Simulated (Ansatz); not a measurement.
**SnSe2: a single-point run**

The task is a single-point run on SnSe2. The structure is shown as the input types it.

Computed with Ansatz 0.2.0 (density functional or hybrid calculation with the settings of its input, plane waves (as first typed), unless a step's input says otherwise).

4 further runs of the same task are left out: 4 that didn't finish.

## (1) The system as given

The structure is trigonal, space group P-3m1 (No. 164). Conventional cell: a = 3.825 Å, b = 3.825 Å, c = 6.227 Å, α = 90.00°, β = 90.00°, γ = 120.00°. Around Sn (site symmetry -3m) lie 6 Se at 2.71 Å. Se (site symmetry 3m) is surrounded by 3 Sn at 2.71 Å.

Structure file:

```
Sn Se
1.0
     3.82516    0.00000    0.00000
    -1.91258    3.31269    0.00000
     0.00000    0.00000    6.22706
Sn Se
1 2
Direct
  0.00000 0.00000 0.00000
  0.33333 0.66667 0.25308
  0.66667 0.33333 0.74692
```

## (2) The run

input.yaml reads:

```yaml
crystal:
  lattice:
    - [3.8251638404, 0.0, 0.0]
    - [-1.9125819202, 3.3126890594, 0.0]
    - [0.0, 0.0, 6.2270561301]
  atoms:
    - { symbol: Sn, position: [0.0, 0.0, 0.0] }
    - { symbol: Se, position: [0.3333333333, 0.6666666667, 0.2530760434] }
    - { symbol: Se, position: [0.6666666667, 0.3333333333, 0.7469239566] }
kpoints:
  mp_grid: { grid: [1, 1, 1] }
hamiltonian:
  xc: pbe
scf:
  occupations: { method: fixed }
  n_extra_bands: 4
output:
  forces: true
  stress: true
  eigenvalues: true
```

Started as:

```sh
$ ansatz run input.yaml --threads 4 --pin off --max-ram 3686MiB --backend cpu --events-out ev --progress --plain --runs-dir out
```

**Question.** How will this run end, and is anything wrong with its input?

This run ends as converged. It gives a pressure of 36 GPa, which is large; a structure far from rest gives such values too, whatever the setting.

The suspect setting: kpoints.mp_grid.grid is [1, 1, 1]. The zone is sampled at a single point, which suits only large cells or molecules.

To check: set kpoints.mp_grid.grid to [6, 6, 4].
